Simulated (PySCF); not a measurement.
# C5H14Ti (TiEtMe3): the cost of one run

The runs use PySCF 2.14.0, with density-fitted response routines of our own; the level of theory stands in each step. All values are computed, except where a source is named. Atoms count from 0, in the outputs and in this text.

**1. Starting geometry**

20 atoms, charge 0, multiplicity 1; geometry from: GFN2-xTB. The atoms were then displaced at random by about 0.03 Å, so the start is not that level's minimum.

Bonds of the start (Å): Ti0–C1 2.05, Ti0–C8 2.00, Ti0–C12 2.24, Ti0–C16 2.02, C1–C2 1.50, C1–H3 1.00, C1–H4 1.10, C2–H5 1.12, C2–H6 1.04, C2–H7 1.19, C8–H9 1.12, C8–H10 1.11, C8–H11 1.09, C12–H13 1.05, C12–H14 1.10, C12–H15 1.04, C16–H17 1.15, C16–H18 1.15, C16–H19 1.10.

**2. Optimising the geometry at PBE0-D3(BJ)/def2-SVP**

Job settings and geometry (Å):

```
{"job": {"xc": "PBE0", "basis": "def2-SVP", "d3": "d3bj", "grid": 1, "maxiter": 40, "shake": 0.03, "kind": "geom"}, "charge": 0, "multiplicity": 1}
Ti    -0.048100     0.149680    -0.403350
C     -0.187200     0.284550     1.641110
C      0.417470    -0.997470     2.137010
H     -1.107220     0.366890     2.020740
H      0.380550     1.147980     2.012420
H      0.493030    -1.011000     3.251520
H     -0.055810    -1.873470     1.822390
H      1.559130    -1.053900     1.792600
C      1.847490     0.251610    -1.027420
H      1.905950     0.488120    -2.125420
H      2.304060    -0.758760    -0.928130
H      2.469910     0.978340    -0.508100
C     -1.154470     1.959140    -1.120010
H     -1.142020     1.977580    -2.170020
H     -0.570650     2.803310    -0.730610
H     -2.112520     2.004660    -0.709420
C     -1.105510    -1.412780    -1.128160
H     -2.094870    -1.565580    -0.569910
H     -0.520930    -2.386400    -0.975630
H     -1.415870    -1.338370    -2.182240
```

The run is started by

```sh
$ OMP_NUM_THREADS=1 python probes_run.py task.json out
```

One launch serves the whole session: the jobs run in the order shown.

Q: Estimate the wall time and peak memory of this first job on 1 thread of Arm Neoverse V2, shared host.

About 5.4 min, with a peak of 0.73 GiB.
